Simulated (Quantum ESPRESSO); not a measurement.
CoSi2, 3 atoms in the cell. Symmetry: I4/mmm, No. 139, tetragonal system. Conventional cell: a = 3.778 Å, b = 3.778 Å, c = 5.397 Å, α = 90.00°, β = 90.00°, γ = 90.00°. Co (site symmetry 4/mmm) is surrounded by 8 Si at 2.32 Å. Around Si (site symmetry -4m2) lie 4 Co at 2.32 Å. The cell was built by a generator and needn't be a form met in nature.

- Program: Quantum ESPRESSO 7.5
- Task: single point
- Functional: PBE
- Potentials or basis: GBRV 1.5 PBE
- Cutoff: 762 eV
- Density cutoff: 6095 eV
- k mesh: 16 × 16 × 16
- Occupations: methfessel-paxton, width 0.1 eV
- Spin: no spin polarisation
- Mixing beta: 0.5
- Most SCF iterations: 120
- SCF threshold: 6e-10 Ry

Potentials or basis: GBRV 1.5 PBE.

The run is started by

```console
$ OMP_NUM_THREADS=1 pw.x -in pw.in > pw.out
```

Hardware: 1 thread of Arm Neoverse V2 (shared host).

Question: Estimate the wall time of this run.

Answer: Wall time 5.7 min on 1 thread of Arm Neoverse V2, with other jobs on the host, peak memory 0.36 GiB. Counts: scf iterations 20, k pools 1, bands 19, k points 349, g dense 41575.
